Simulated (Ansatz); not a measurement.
Something may be wrong with this Ansatz 0.2.0 calculation of NbTe.

Contents of input.yaml:

```yaml
crystal:
  lattice:
    - [3.7029743866, 0.0, 0.0]
    - [-1.8514871933, 3.2068698884, 0.0]
    - [0.0, 0.0, 3.694211]
  atoms:
    - { symbol: Te, position: [0.6666666667, 0.3333333333, 0.0] }
    - { symbol: Nb, position: [0.0, 0.0, 0.5] }
hamiltonian:
  xc: pbesol
  pseudopotentials: { kind: paw }
kpoints:
  mp_grid: { grid: [8, 8, 7] }
scf:
  occupations: { method: fermi_dirac, width: 0.05 }
  max_iter: 50
output:
  forces: true
  stress: true
  eigenvalues: true
relax:
  f_tol: 0.01
  max_steps: 40
  cell: { stress_tol: 0.05 }
basis:
  ecutwfc: "520 ev"
```

Potentials or basis: Ansatz PAW.

Run with:

```bash
$ ansatz run input.yaml --threads 2 --pin off --max-ram 5632MiB --backend cpu --events-out ev --progress --plain --runs-dir out
```

Output:

```text
Error: YAML parse error: error: line 26 column 12: unknown unit factor `ev` — a unit is read by its exact case: `eV` is a unit here, `ev` is not
  --> <input>:26:12
   |
24 |   cell: { stress_tol: 0.05 }
25 | basis:
26 |   ecutwfc: "520 ev"
   |            ^ unknown unit factor `ev` — a unit is read by its exact case: `eV` is a unit here, `ev` is not
```

How did it end, and where is the flaw?

The program refused the input. The input holds a flaw that was put in on purpose: a cutoff in the wrong unit (basis.ecutwfc = 520 ev).

A sound run on the same cell differs in these lines of the main input:
```diff
@@ -16 +15,0 @@
-  max_iter: 50
@@ -25,2 +23,0 @@
-basis:
-  ecutwfc: "520 ev"
```
